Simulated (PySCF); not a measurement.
# C₅H₅OP: magnetic properties

Wanted: magnetic properties for C₅H₅OP (`C#CC[P@@H](=O)C#C`).

Programs: PySCF 2.14.0, with routines of our own; each step states its level. All values are computed. Atoms count from 0.

## 1. The starting structure

12 atoms, charge 0, multiplicity 1; geometry from: GFN2-xTB.

## 2. Magnetic properties: GIAO KT3/pcSseg-1

The job: settings as JSON, then the geometry in Å.

```
{"job": {"kind": "mag", "xc": "KT3", "basis": "pcSseg-1", "isotopologues": 2}, "charge": 0, "multiplicity": 1}
C     -2.071771     1.365053    -0.157882
C     -1.415303     0.454924    -0.573039
C     -0.598990    -0.648381    -1.006792
P      0.525721    -1.201957     0.333692
O      1.319972    -2.384647     0.003537
C      1.460552     0.241896     0.744733
C      2.161357     1.190499     0.971149
H     -2.659149     2.165592     0.179517
H     -1.210419    -1.509969    -1.296444
H      0.029288    -0.367748    -1.860252
H     -0.293808    -1.338905     1.451061
H      2.753748     2.032958     1.184693
```

Level: GIAO KT3/pcSseg-1 magnetisability, rotational g tensor and spin-rotation constants, non-relativistic, gas phase.

Launch:

```
$ OMP_NUM_THREADS=1 python excited_run.py task.json out
```

This one command runs all jobs of the session in turn.

Standard output:

```text
coarse grid: 11240 points
cycle   1  E = -616.3571922533  dE =  1.207e+00  |g| = 1.115e+00  |ddm| = 3.688e+00
cycle   2  E = -613.7987959163  dE =  2.558e+00  |g| = 3.209e+00  |ddm| = 6.646e+00
cycle   3  E = -616.5392446033  dE = -2.740e+00  |g| = 5.176e-01  |ddm| = 6.171e+00
cycle   4  E = -616.6060601752  dE = -6.682e-02  |g| = 2.375e-01  |ddm| = 1.065e+00
cycle   5  E = -616.6176960908  dE = -1.164e-02  |g| = 1.048e-01  |ddm| = 2.858e-01
cycle   6  E = -616.6196392081  dE = -1.943e-03  |g| = 5.824e-02  |ddm| = 1.087e-01
cycle   7  E = -616.6205184221  dE = -8.792e-04  |g| = 1.395e-02  |ddm| = 4.686e-02
cycle   8  E = -616.6205462463  dE = -2.782e-05  |g| = 8.684e-03  |ddm| = 1.640e-02
cycle   9  E = -616.6205652300  dE = -1.898e-05  |g| = 2.053e-03  |ddm| = 8.069e-03
cycle  10  E = -616.6205660709  dE = -8.409e-07  |g| = 7.775e-04  |ddm| = 3.082e-03
final grid: 106040 points
cycle  11  E = -616.6827694713  dE = -1.599e-04  |g| = 1.962e-02  |ddm| = 9.850e-02
cycle  12  E = -616.6824640362  dE =  3.054e-04  |g| = 4.372e-02  |ddm| = 7.491e-02
cycle  13  E = -616.6828219030  dE = -3.579e-04  |g| = 6.517e-03  |ddm| = 6.177e-02
cycle  14  E = -616.6828303387  dE = -8.436e-06  |g| = 2.284e-03  |ddm| = 9.337e-03
cycle  15  E = -616.6828313391  dE = -1.000e-06  |g| = 1.201e-03  |ddm| = 2.365e-03
cycle  16  E = -616.6828317351  dE = -3.960e-07  |g| = 9.095e-05  |ddm| = 1.033e-03
cycle  17  E = -616.6828317371  dE = -1.958e-09  |g| = 3.687e-05  |ddm| = 1.512e-04
cycle  18  E = -616.6828317371  dE = -5.139e-11  |g| = 3.343e-05  |ddm| = 4.986e-05
cycle  19  E = -616.6828317374  dE = -2.922e-10  |g| = 3.103e-06  |ddm| = 2.551e-05
converged SCF energy = -616.6828317374

Magnetisability tensor (1e-30 J/T^2)
    -1085.81       40.62       17.83
       40.62    -1146.98      -42.13
       17.83      -42.13    -1014.98
isotropic -1082.59   principal values   -1179.89  -1065.66  -1002.22
isotropic susceptibility -65.195 1e-6 cm^3/mol

Inertial axes            a          b          c
rot. const./GHz      2.9810     1.8210     1.2148
chi total           -67.449    -66.663    -61.474
chi diamagnetic    -486.963   -722.381  -1035.905
chi paramagnetic    419.514    655.718    974.432
quadrupole/D A       -9.545      8.781      0.764
g nuclear            0.5747     0.5433     0.5440
g electronic        -0.5875    -0.5610    -0.5561
g total             -0.0128    -0.0177    -0.0121

Spin-rotation constants (kHz, H = +C I.J)
atom  isotope        aa         bb         cc
  3    31P        3.376      2.840      2.013
  7     1H       -0.091     -0.151     -0.121
  8     1H       -0.324      0.070     -0.133
  9     1H       -0.322     -0.209      0.053
 10     1H       -0.251     -0.166      0.100
 11     1H       -0.340      0.034     -0.134
  0    13C*       0.429      0.446      0.335
  1    13C*       0.393      0.440      0.350
  2    13C*       0.416      0.299      0.209
  4    17O*      -0.564     -0.269     -0.157
  5    13C*       0.998      0.042      0.404
  6    13C*       0.972      0.151      0.387
* in the singly substituted isotopologue

Isotopologues: g along a, b, c
2H    at 7,8,9,10,11       -0.0116    -0.0162    -0.0113
13C   at 0                 -0.0126    -0.0174    -0.0119
```

It took 42 s on 1 thread of Arm Neoverse N1, shared host; peak memory 0.55 GiB.

From this job:

| quantity | value |
| --- | --- |
| magnetisability | -1083·10⁻³⁰ J/T² |
| molar susceptibility | -65.2·10⁻⁶ cm³/mol |
| rotational g (a, b, c) | -0.0128, -0.0177, -0.0121 |

## 3. Magnetic properties: GIAO mPW1PW91/ANO-RCC-VDZP

Settings changed since step 2:

```diff
@@ -1,2 +1,2 @@
-{"job": {"kind": "mag", "xc": "KT3", "basis": "pcSseg-1", "isotopologues": 2}, "charge": 0, "multiplicity": 1}
+{"job": {"kind": "mag", "xc": "mPW1PW91", "basis": "ANO-RCC-VDZP"}, "charge": 0, "multiplicity": 1}
 C     -2.071771     1.365053    -0.157882
```

With the program's defaults for keys left out, this is: GIAO mPW1PW91/ANO-RCC-VDZP magnetisability, rotational g tensor and spin-rotation constants, non-relativistic, gas phase.

Standard output:

```text
coarse grid: 11240 points
cycle   1  E = -609.6319181366  dE =  1.306e+00  |g| = 9.396e-01  |ddm| = 5.068e+00
cycle   2  E = -608.8739901216  dE =  7.579e-01  |g| = 2.095e+00  |ddm| = 2.801e+00
cycle   3  E = -609.8159459617  dE = -9.420e-01  |g| = 2.248e-01  |ddm| = 2.256e+00
cycle   4  E = -609.8276093404  dE = -1.166e-02  |g| = 9.894e-02  |ddm| = 3.394e-01
cycle   5  E = -609.8289815644  dE = -1.372e-03  |g| = 6.640e-02  |ddm| = 1.249e-01
cycle   6  E = -609.8300966130  dE = -1.115e-03  |g| = 7.533e-03  |ddm| = 6.201e-02
cycle   7  E = -609.8301119808  dE = -1.537e-05  |g| = 2.043e-03  |ddm| = 9.515e-03
cycle   8  E = -609.8301131139  dE = -1.133e-06  |g| = 4.643e-04  |ddm| = 2.606e-03
final grid: 106040 points
cycle   9  E = -609.8283811445  dE = -2.221e-05  |g| = 5.682e-03  |ddm| = 3.984e-02
cycle  10  E = -609.8283702718  dE =  1.087e-05  |g| = 9.169e-03  |ddm| = 1.394e-02
cycle  11  E = -609.8283887258  dE = -1.845e-05  |g| = 1.567e-03  |ddm| = 8.863e-03
cycle  12  E = -609.8283892499  dE = -5.241e-07  |g| = 1.349e-04  |ddm| = 1.329e-03
cycle  13  E = -609.8283892470  dE =  2.914e-09  |g| = 1.753e-04  |ddm| = 2.694e-04
cycle  14  E = -609.8283892548  dE = -7.766e-09  |g| = 1.956e-05  |ddm| = 1.611e-04
cycle  15  E = -609.8283892548  dE = -7.844e-11  |g| = 8.753e-06  |ddm| = 2.275e-05
converged SCF energy = -609.8283892548

Magnetisability tensor (1e-30 J/T^2)
    -1090.07       46.60       23.71
       46.60    -1157.12      -45.54
       23.71      -45.54    -1008.72
isotropic -1085.31   principal values   -1195.15  -1066.19   -994.58
isotropic susceptibility -65.359 1e-6 cm^3/mol

Inertial axes            a          b          c
rot. const./GHz      2.9810     1.8210     1.2148
chi total           -67.925    -66.815    -61.336
chi diamagnetic    -486.176   -722.108  -1035.732
chi paramagnetic    418.252    655.292    974.396
quadrupole/D A      -10.184      9.015      1.168
g nuclear            0.5747     0.5433     0.5440
g electronic        -0.5857    -0.5606    -0.5561
g total             -0.0110    -0.0173    -0.0121

Spin-rotation constants (kHz, H = +C I.J)
atom  isotope        aa         bb         cc
  3    31P        3.312      2.786      1.943
  7     1H       -0.089     -0.145     -0.116
  8     1H       -0.328      0.068     -0.134
  9     1H       -0.326     -0.208      0.052
 10     1H       -0.270     -0.178      0.104
 11     1H       -0.324      0.034     -0.128
  0    13C*       0.414      0.438      0.332
  1    13C*       0.384      0.434      0.348
  2    13C*       0.383      0.281      0.196
  4    17O*      -0.469     -0.205     -0.135
  5    13C*       1.006      0.029      0.410
  6    13C*       0.985      0.150      0.390
* in the singly substituted isotopologue
```

Run time: 49 s. Hardware: 1 thread of Arm Neoverse N1, shared host; peak memory 0.7 GiB.

In short:

| quantity | value |
| --- | --- |
| magnetisability | -1085·10⁻³⁰ J/T² |
| molar susceptibility | -65.4·10⁻⁶ cm³/mol |
| rotational g (a, b, c) | -0.0110, -0.0173, -0.0121 |

## 4. The levels compared

| level | ξ (10⁻³⁰ J/T²) | g(a) | g(b) | gap (eV) | functions | time |
| --- | --- | --- | --- | --- | --- | --- |
| GIAO KT3/pcSseg-1 | -1083 | -0.0128 | -0.0177 | 5.08 | 151 | 42 s |
| GIAO mPW1PW91/ANO-RCC-VDZP | -1085 | -0.0110 | -0.0173 | 7.20 | 127 | 49 s |

## 5. Outcome

| quantity | value |
| --- | --- |
| magnetisability (step 2, GIAO KT3/pcSseg-1) | -1083·10⁻³⁰ J/T² |
| molar susceptibility (step 2, GIAO KT3/pcSseg-1) | -65.2·10⁻⁶ cm³/mol |
| rotational g (a, b, c) (step 2, GIAO KT3/pcSseg-1) | -0.0128, -0.0177, -0.0121 |
| magnetisability over the levels | -1085 to -1083·10⁻³⁰ J/T² |

What this shows: The magnetisability spreads by 0.3 % over 2 levels of like cost. Two levels can agree by chance, so this spread shows no convergence. Vibrational averaging and real surroundings are missing from these values.
